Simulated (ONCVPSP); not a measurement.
# Rubidium: generating and testing an ONCV potential

Aim: build the potential from the settings below, then test how well it stands in for the atom: other configurations, scattering, ghost states and the plane-wave cutoff that it needs.

Program: ONCVPSP 4.0.1. Reference atom: revPBE, scalar-relativistic, spherical and spin-unpolarised. All values are calculated.

## (1) Settings

Typed settings, in words:

| Property | Result |
| --- | --- |
| element | rubidium (Rb, Z = 37) |
| type | optimised norm-conserving Vanderbilt (ONCV) |
| frozen core | [Kr] |
| valence charge | 1 |
| reference configuration | 5s1 |
| partial waves | 5s: rc 3.65 bohr, ncon 5, nbas 8, qcut 1.7 1/bohr, 2 projectors, debl 0.3 Ha; p scattering state at 0.05 Ha: rc 3.50 bohr, ncon 4, nbas 8, qcut 2.1 1/bohr, 2 projectors, debl 1.4 Ha; d scattering state at 0.19 Ha: rc 3.45 bohr, ncon 4, nbas 8, qcut 2.4 1/bohr, 2 projectors, debl 0.9 Ha |
| local potential | polynomial inside 2.65 bohr (lpopt 5, dvloc0 0 Ha) |
| core correction | polynomial model core, fcfact 0.45 |

## (2) Generation

File Rb.dat:

```
# ATOM AND REFERENCE CONFIGURATION
# atsym  z   nc   nv     iexc    psfile
  Rb 37.00    8    1  -102130      upf
#
#   n    l    f
    1    0    2.00
    2    0    2.00
    2    1    6.00
    3    0    2.00
    3    1    6.00
    3    2   10.00
    4    0    2.00
    4    1    6.00
    5    0    1.00
#
# PSEUDOPOTENTIAL AND OPTIMIZATION
# lmax
    2
#
#   l,   rc,      ep,       ncon, nbas, qcut
    0    3.65    0.00    5    8    1.70
    1    3.50    0.05    4    8    2.10
    2    3.45    0.19    4    8    2.40
#
# LOCAL POTENTIAL
# lloc, lpopt,  rc(5),   dvloc0
    4    5    2.65    0.00
#
# VANDERBILT-KLEINMAN-BYLANDER PROJECTORs
# l, nproj, debl
    0    2    0.30
    1    2    1.40
    2    2    0.90
#
# MODEL CORE CHARGE
# icmod, fcfact, rcfact
    1    0.45    0.00
#
# LOG DERIVATIVE ANALYSIS
# epsh1, epsh2, depsh
   -2.00    5.00    0.02
#
# OUTPUT GRID
# rlmax, drl
    6.00    0.01
#
# TEST CONFIGURATIONS
# ncnf
    2
# nvcnf
#   n    l    f
    1
    5    0    0.50
#
    2
    5    0    0.00
    5    1    1.00
#
```

On the command line:

```bash
$ oncvpsp.x < Rb.dat > Rb.out
```

**Question.** What will these runs give? Wanted: cutoffs for 1 and 0.1 mHa per electron, occupied waves; bound ghosts; GHOST(+) flags; largest test error; largest phase difference near zero energy, channels read; rms error of d²Exc/dn², without and with the model core.

As calculated:

| quantity | value |
| --- | --- |
| cutoffs for 1 and 0.1 mHa per electron, occupied waves | 1.0 Ha and 4.9 Ha |
| bound ghosts | s at -207.56 eV |
| GHOST(+) flags | s at 5 eV, p at 42 eV |
| largest test error (AE − PS) | +12 meV, for 5s0 5p1 |
| largest phase difference near zero energy, channels read | 0.079 rad |
| rms error of d²Exc/dn², without and with the model core | 11.12 and 2.72 mHa |

**Reading.** A bound ghost (s) makes it unfit for use: electrons can fall into a state that the atom doesn't have. The worst unpolarised test, 5s0 5p1, is off by 12 meV on 1.5 eV; by total energies transferability rates as good. Atomic tests can pass in spite of a ghost, since they solve only for the levels asked. It counts as soft on the atom at that tolerance, with 1.0 Ha needed at the looser tolerance. The tighter tolerance needs 4.9 Ha, and converged work needs a cutoff nearer that. That counts occupied waves only; other projectors can need more. Near zero energy the largest phase difference among the channels read is 0.08 rad, in the p channel. The program also flags highly localised states, GHOST(+) (s, p). These are tests on the free atom; a crystal test is still owed.
